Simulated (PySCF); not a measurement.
# [Sm(HCN)]2+: other functionals and bases at one geometry

An exercise on one series of results from a longer session: the logs are not shown, and one member is left open.

Computed with PySCF 2.14.0. Level: several levels, as the steps say, no spin–orbit coupling.

1 further run of the same task is left out (for a known fault of the program).

### The system as given

4 atoms, charge 2, spin multiplicity 1.

Bond lengths: Sm1–N2 2.532 Å, N2–C3 1.154 Å, C3–H4 1.094 Å. Angles: Sm1–N2–C3 180.0°, N2–C3–H4 180.0°.

Geometry (Å):

```xyz
4

Sm    0.00000    0.00000   -0.36431
N     0.00000    0.00000    2.16771
C     0.00000    0.00000    3.32131
H     0.00000    0.00000    4.41547
```

Formal oxidation states: Sm +2. Each metal's 6 4f electrons lie in its core potential, so multiplicities, spins and levels count the valence alone. An earlier session relaxed this geometry at PBE0, Sm lcecp-0-SVP with ECP52, N def2-SVP, C def2-SVP, H def2-SVP (singlet, point group C∞v).

At PBE0 on the finer grid: E = -121.529500 Eh, frontier levels not given, since the 4f levels lie in the core, Mulliken charge on Sm1 +1.78 e, largest force component 0.001 eV/Å. 

Levels to run: B3LYP; wB97X; PBE0, TZVP. Hardware: 2 threads of Arm Neoverse V1, shared host.

The first run:

The input, run.py (the lines that set the calculation):

```python
mol = gto.M(atom='''
Sm     0.00000     0.00000    -0.36431
N      0.00000     0.00000     2.16771
C      0.00000     0.00000     3.32131
H      0.00000     0.00000     4.41547''',
    basis={'Sm': 'lcecp-0-SVP', 'N': 'def2-SVP', 'C': 'def2-SVP', 'H': 'def2-SVP'},
    ecp={'Sm': 'lcecp-0-SVP'},
    charge=2, spin=0)
mf = dft.RKS(mol, xc='B3LYP')
mf.grids.atom_grid = (75, 302)  # f atoms: unpruned, at least (60, 302)
mf = mf.density_fit()  # fitting sets: Sm AutoAux, N def2-universal-JKFIT, C def2-universal-JKFIT, H def2-universal-JKFIT
mf.conv_tol = 1e-08; mf.max_cycle = 55
mf.kernel(dm0)  # dm0: the density of the relaxed state
```

Launch:

```bash
OMP_NUM_THREADS=2 python run.py
```

Among the steps run: B3LYP; wB97X; PBE0, TZVP.

One table of the session follows, with a row left open; its other results are not shown here.

| level | charge on Sm1 (e) | dipole (D) | largest force component (eV/Å) |
| --- | --- | --- | --- |
| PBE0 (relaxed here) | 1.78 | 2.41 | 0.00 |
| B3LYP | 1.76 | 2.43 | 0.24 |
| wB97X | ? | ? | ? |
| PBE0, TZVP | 1.86 | 2.50 | 1.08 |

Estimate the missing values for wB97X.

As computed: charge on Sm1 (e): 1.79; dipole (D): 2.31; largest force component (eV/Å): 0.29. In the column «charge on Sm1 (e)» it lies between PBE0 (relaxed here) (1.78) and PBE0, TZVP (1.86).

The dipole of a charged species depends on the origin, so these sizes hold for this origin alone.

The largest leftover force, 1.08 eV/Å with PBE0, TZVP, stands at a geometry relaxed at another level. With 4f in the core, its levels are missing from HOMO and gap, and its count is fixed, so no charge can pass from the ligands into it. Total energies of different levels can't be compared.
